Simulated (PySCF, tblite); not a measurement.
**C4H12AlClO: geometry, infrared bands and NMR shifts**

Aim: predict the infrared bands and NMR shifts of C4H12AlClO (`CC[O+](C)[AlH2-][CH2]Cl`).

Programs: tblite 0.8.0 and PySCF 2.14.0, with density-fitted response routines of our own. Each step states its level of theory. These are calculated values for one molecule in the gas phase, unless marked as measured. Atoms count from 0, in the outputs and in this text.

## (1) The starting structure

19 atoms, charge 0, multiplicity 1; geometry from: force field or distance geometry start.

Bonds of the start (Å): C0–C1 1.53, C1–O2 1.45, O2–C3 1.41, O2–Al4 1.88, Al4–C5 1.99, C5–Cl6 1.78, C0–H7 1.12, C0–H8 1.11, C0–H9 1.10, C1–H10 1.11, C1–H11 1.12, C3–H12 1.13, C3–H13 1.12, C3–H14 1.11, Al4–H15 1.59, Al4–H16 1.60, C5–H17 1.10, C5–H18 1.11.

## (2) Relaxing the molecule with GFN2-xTB

The job: settings as JSON, then the geometry in Å.

```
{"job": {"kind": "relax", "xc": "GFN2-xTB", "basis": "xTB"}, "charge": 0, "multiplicity": 1}
C     -1.442700     1.481900     0.313500
C     -1.447800     0.060000    -0.240200
O     -0.317900    -0.680700     0.279500
C     -0.585300    -2.059900     0.140400
Al     1.250500    -0.277700    -0.666800
C      2.313600     1.061600     0.341700
Cl     1.985300     0.899300     2.079000
H     -1.372900     1.473500     1.426800
H     -2.391400     1.987100     0.024800
H     -0.608300     2.068800    -0.093900
H     -1.476800     0.070800    -1.346700
H     -2.409700    -0.400100     0.106600
H     -1.463600    -2.357200     0.782800
H      0.271500    -2.664600     0.543200
H     -0.785900    -2.358800    -0.905300
H      2.130300    -1.593100    -0.857800
H      0.900400     0.326300    -2.109400
H      2.043100     2.078600     0.010900
H      3.397900     0.893500     0.163600
```

Launch:

```console
OMP_NUM_THREADS=1 python probes_run.py task.json out
```

This one command runs all jobs of the session in turn.

**Question.** This job is followed by: GFN2-xTB harmonic vibrations, gas phase; GIAO PBE0/pcSseg-1 NMR shielding, non-relativistic, gas phase. Predict these results of the whole session: strongest single infrared mode (GFN2-xTB); zero-point energy (GFN2-xTB); 13C shifts against TMS (PBE0/pcSseg-1); 1H shifts against TMS (PBE0/pcSseg-1, means over atoms taken as alike); 17O shifts against H2O (PBE0/pcSseg-1); 27Al shifts against AlH4- (PBE0/pcSseg-1); 35Cl shifts against HCl (PBE0/pcSseg-1); surface potential, 1st and 99th percentile.

As calculated:

| quantity | value |
| --- | --- |
| strongest single infrared mode (GFN2-xTB) | 710 cm⁻¹, 545 km/mol |
| zero-point energy (GFN2-xTB) | 92.2 kcal/mol |
| 13C shifts against TMS (PBE0/pcSseg-1) | 74.6, 67.2, 28.9, 18.5 ppm |
| 1H shifts against TMS (PBE0/pcSseg-1, means over atoms taken as alike) | 4.39, 4.15, 4.06, 2.64, 1.73 ppm |
| 17O shifts against H2O (PBE0/pcSseg-1) | 13.3 ppm |
| 27Al shifts against AlH4- (PBE0/pcSseg-1) | 60.1 ppm |
| 35Cl shifts against HCl (PBE0/pcSseg-1) | 1 ppm |
| surface potential, 1st and 99th percentile | -1.30 V and 1.45 V |

Relaxing lowered the energy by 0.791 eV in 128 steps; the close pair that moved most is Al4–Cl6, from 3.076 to 2.615 Å. The lowest mode is imaginary (40i cm⁻¹), so the xTB geometry is not a minimum. The strongest single mode, at 710 cm⁻¹, moves mainly H15 and H16. GFN2-xTB is a fitted tight-binding method: band positions and strengths are rough. Its intensities can rank the bands wrongly. At PBE0/pcSseg-1: Shielding is most anisotropic at Cl6 (span 167 ppm, paramagnetic term -200 ppm).
